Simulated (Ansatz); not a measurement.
## Molecular dynamics of Li

input.yaml

```yaml
accuracy: low
crystal:
  lattice:
    - [7.094447, 0.0, 0.0]
    - [0.0, 7.094447, 0.0]
    - [0.0, 0.0, 7.094447]
  atoms:
    - { symbol: Li, position: [-0.02417738, -0.07107544, -0.06236729] }
    - { symbol: Li, position: [0.54058032, -0.07813763, -0.08279086] }
    - { symbol: Li, position: [0.01982283, 0.37801275, 0.16101872] }
    - { symbol: Li, position: [0.0392349, 0.10903365, 0.50247699] }
    - { symbol: Li, position: [0.25283002, 0.11194, 0.05546477] }
    - { symbol: Li, position: [0.54368294, 0.57181195, 0.11055024] }
    - { symbol: Li, position: [0.41734489, -0.07553801, 0.2705127] }
    - { symbol: Li, position: [0.74918047, 0.28668793, 0.19432684] }
    - { symbol: Li, position: [0.00107009, 0.64193161, 0.70202835] }
    - { symbol: Li, position: [0.18151719, 0.71757621, 0.24407036] }
    - { symbol: Li, position: [0.37345403, 0.40547516, 0.62776604] }
    - { symbol: Li, position: [0.41699824, 0.29446965, 0.378914] }
    - { symbol: Li, position: [0.86058047, 0.78320836, 0.2540299] }
    - { symbol: Li, position: [0.80180907, 0.3027367, 0.7104682] }
    - { symbol: Li, position: [0.23726515, 1.00347983, 0.67525665] }
    - { symbol: Li, position: [0.57948209, 0.6638871, 0.47528493] }
basis:
  ecutwfc: 420.0
kpoints:
  mp_grid: { grid: [2, 2, 2] }
hamiltonian:
  xc: pbesol
scf:
  occupations: { method: fermi_dirac, width: 0.16 }
  lower_state_search: "off"
md:
  timestep: 1.5
  n_steps: 300
  ensemble: npt_langevin
  temperature: 1260.0
  initial_velocities: maxwell_boltzmann
  seed: 932905
  friction: 0.02
  pressure: 0.0
  fix_cell: [angles]
```

Run as:

```bash
$ ansatz run input.yaml --threads 1 --pin off --max-ram 3072MiB --backend cpu --events-out ev --progress --plain --runs-dir out
```

It goes on from the last frame of an earlier run, with new velocities.

Output, in part (step lines):

```
md step     0: t =     0.00 fs  T =  1181.2 K  F+E_penalty+E_count = -3242.93770505 eV  E_kin = 2.443014 eV  conserved = -3241.13290807 eV  P_inst = 1.8579 GPa  V = 357.0719 Å³  selection 1  (8 SCF iters)
md step     1: t =     1.50 fs  T =  1183.6 K  F+E_penalty+E_count = -3242.93354654 eV  E_kin = 2.447854 eV  conserved = -3241.13327810 eV  P_inst = 1.8776 GPa  V = 357.0507 Å³  selection 1  (6 SCF iters)
md step     2: t =     3.00 fs  T =  1345.2 K  F+E_penalty+E_count = -3242.97858774 eV  E_kin = 2.782131 eV  conserved = -3241.13381449 eV  P_inst = 1.9840 GPa  V = 357.0596 Å³  selection 1  (6 SCF iters)
md step     3: t =     4.50 fs  T =  1526.4 K  F+E_penalty+E_count = -3243.05821593 eV  E_kin = 3.156794 eV  conserved = -3241.13461846 eV  P_inst = 2.0944 GPa  V = 357.0344 Å³  selection 1  (6 SCF iters)
md step     4: t =     6.00 fs  T =  1650.8 K  F+E_penalty+E_count = -3243.17748958 eV  E_kin = 3.414152 eV  conserved = -3241.13642681 eV  P_inst = 2.1645 GPa  V = 356.9153 Å³  selection 1  (6 SCF iters)
md step     5: t =     7.50 fs  T =  1733.2 K  F+E_penalty+E_count = -3243.31122109 eV  E_kin = 3.584614 eV  conserved = -3241.13706412 eV  P_inst = 2.2043 GPa  V = 356.7919 Å³  selection 1  (5 SCF iters)
md step     6: t =     9.00 fs  T =  1732.1 K  F+E_penalty+E_count = -3243.43135014 eV  E_kin = 3.582312 eV  conserved = -3241.13696678 eV  P_inst = 2.1945 GPa  V = 356.5822 Å³  selection 1  (6 SCF iters)
md step     7: t =    10.50 fs  T =  1786.3 K  F+E_penalty+E_count = -3243.54306338 eV  E_kin = 3.694306 eV  conserved = -3241.13676497 eV  P_inst = 2.2136 GPa  V = 356.3138 Å³  selection 1  (5 SCF iters)
[... lines left out ...]
```

The steps, from the saved trajectory:

```csv
time (fs),T (K),potential energy less start (eV),conserved less start (meV/atom),P (GPa),volume (Å³)
0.0,1181,0.000,0.00,1.9,357.1
15.0,1449,-0.863,-0.12,1.9,356.3
30.0,1199,-1.291,-0.15,1.6,358.4
45.0,1104,-0.640,-0.02,1.8,356.0
60.0,1570,-1.218,-0.31,1.9,354.9
75.0,1208,-0.888,-0.12,1.7,357.8
90.0,1235,-1.344,-0.16,1.4,364.1
105.0,839,-1.581,-0.06,0.9,373.5
120.0,1057,-1.732,-0.10,0.9,380.0
135.0,1072,-1.532,-0.06,0.9,382.2
150.0,1097,-1.315,-0.08,0.8,386.3
165.0,1209,-1.412,-0.11,0.4,394.2
180.0,1369,-1.046,-0.14,0.7,401.2
195.0,1337,-0.538,-0.08,0.7,406.1
210.0,1603,-1.629,-0.20,0.1,409.2
225.0,1750,-1.308,-0.09,0.2,411.3
240.0,1360,-0.862,-0.08,0.2,415.9
255.0,1620,-0.796,-0.15,0.4,423.8
270.0,1687,-1.376,-0.20,-0.1,433.8
285.0,1333,-1.372,-0.14,-0.5,442.6
300.0,1288,-1.046,-0.10,-0.2,443.0
315.0,1438,-1.117,-0.13,0.1,436.1
330.0,1643,-1.049,-0.17,0.3,428.9
345.0,1135,-0.867,-0.10,-0.1,425.8
360.0,1222,-0.910,-0.15,0.1,420.0
375.0,1332,-1.325,-0.10,0.0,416.4
390.0,1399,-1.719,-0.11,-0.2,421.8
405.0,1118,-1.547,-0.10,-0.6,433.3
420.0,1318,-1.254,-0.09,-0.7,445.6
435.0,1035,-1.322,-0.06,-1.0,462.1
450.0,1276,-1.503,-0.09,-1.1,476.3
```

The run went to its last step. The conserved energy stayed within 0.32 meV per atom of its start (net change -0.086 meV per atom), so the integration is sound. A run of 0.45 ps of so small a system gives no equilibrium averages. Limits of this set-up: coarse k mesh, low accuracy level. The cell's volume went from 357 to 476 Å³.

Mean squared displacements from the first frame to the last, about the centre of mass, the cell's change included: Li 10.16 Å².

Last frame:

```xyz
16
Lattice="9.3956 0.0000 0.0000 0.0000 7.0263 0.0000 0.0000 0.0000 7.2145" Properties=species:S:1:pos:R:3
Li -1.207 -0.334 -1.195
Li 9.509 -3.188 -2.152
Li 2.214 4.951 0.092
Li 2.441 4.328 3.854
Li 1.598 1.795 1.946
Li 6.726 3.608 -0.012
Li 3.500 -0.442 2.297
Li 8.587 2.839 2.598
Li -2.397 -0.401 3.131
Li 1.191 7.053 4.586
Li 2.673 2.359 5.963
Li 4.294 3.359 1.890
Li 9.370 5.730 2.366
Li 5.863 0.666 7.568
Li 5.566 4.962 5.019
Li 5.769 2.158 4.090
```

Time of the run: 21 min on 1 thread of Intel(R) Xeon(R) Platinum 8488C (Sapphire Rapids), with other jobs on the host, peak memory 0.7 GiB.
